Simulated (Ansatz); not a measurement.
# Ge: the cost of one run

Method: DFT PBEsol, scalar-relativistic, plane waves, PAW, in Ansatz 0.2.0.

2 further runs of the same task are left out: 2 set aside as unsound or not needed.

## (1) Starting point

It takes space group Ia-3 (No. 206, cubic). Conventional cell: a = 6.939 Å, b = 6.939 Å, c = 6.939 Å, α = 90.00°, β = 90.00°, γ = 90.00°. Ge (site symmetry 3) has 4 Ge at 2.45 to 2.49 Å in its first shell of neighbours.

Structure file:

```xyz
16
Lattice="-3.4697 3.4697 -3.4697 -3.4697 -3.4697 3.4697 0.0000 6.9393 6.9393" Properties=species:S:1:pos:R:3 pbc="T T T"
Ge   -2.4432    1.0265    2.4432
Ge   -5.9129    4.4961    5.9129
Ge   -4.4961    4.4961    1.0265
Ge   -4.4961    4.4961    7.9658
Ge   -2.4432   -1.0265    1.0265
Ge   -2.4432    5.9129    1.0265
Ge   -4.4961    2.4432    2.4432
Ge   -1.0265    5.9129    5.9129
Ge   -1.0265    2.4432    1.0265
Ge   -4.4961    5.9129    4.4961
Ge   -2.4432    2.4432   -1.0265
Ge   -2.4432    2.4432    5.9129
Ge   -4.4961    1.0265   -1.0265
Ge   -1.0265    4.4961    2.4432
Ge   -5.9129    1.0265    1.0265
Ge   -2.4432    4.4961    4.4961
```

It goes back to an entry of the Materials Project, which need not be the stable form.

It is built from the cell relaxed beforehand with the same method (20.88 Å³/atom).

## (2) The undisturbed cell

input.yaml reads:

```yaml
crystal:
  lattice:
    - [-3.4696630977, 3.4696630977, -3.4696630977]
    - [-3.4696630977, -3.4696630977, 3.4696630977]
    - [0.0, 6.9393261954, 6.9393261954]
  atoms:
    - { symbol: Ge, position: [0.25, 0.4541614909, 0.25] }
    - { symbol: Ge, position: [0.75, 0.9541614909, 0.75] }
    - { symbol: Ge, position: [0.8979192546, 0.3979192546, 0.3979192546] }
    - { symbol: Ge, position: [0.3979192546, 0.8979192546, 0.8979192546] }
    - { symbol: Ge, position: [0.2041614909, 0.5, 0.0] }
    - { symbol: Ge, position: [0.7041614909, 0.0, 0.5] }
    - { symbol: Ge, position: [0.6479192546, 0.6479192546, 0.3520807454] }
    - { symbol: Ge, position: [0.1479192546, 0.1479192546, 0.8520807454] }
    - { symbol: Ge, position: [0.25, 0.0458385091, 0.25] }
    - { symbol: Ge, position: [0.75, 0.5458385091, 0.75] }
    - { symbol: Ge, position: [0.6020807454, 0.1020807454, 0.1020807454] }
    - { symbol: Ge, position: [0.1020807454, 0.6020807454, 0.6020807454] }
    - { symbol: Ge, position: [0.7958385091, 0.5, 0.0] }
    - { symbol: Ge, position: [0.2958385091, 0.0, 0.5] }
    - { symbol: Ge, position: [0.8520807454, 0.8520807454, 0.1479192546] }
    - { symbol: Ge, position: [0.3520807454, 0.3520807454, 0.6479192546] }
basis:
  ecutwfc: 420
kpoints:
  mp_grid: { grid: [7, 7, 4] }
hamiltonian:
  xc: pbesol
scf:
  occupations: { method: gaussian, width: 0.15 }
output:
  forces: true
  stress: true
  eigenvalues: true
  write_density: true
  write_potential: true
  elf: true
  volumetric_format: npy
```

Command:

```
$ ansatz run input.yaml --threads 2 --pin off --max-ram 5120MiB --backend cpu --events-out ev --progress --plain --runs-dir out
```

What time and memory should one allow on 2 threads of Intel Xeon at 2.50GHz (Skylake/Cascade Lake), shared host?

About 2.9 min, with a peak of 2 GiB.
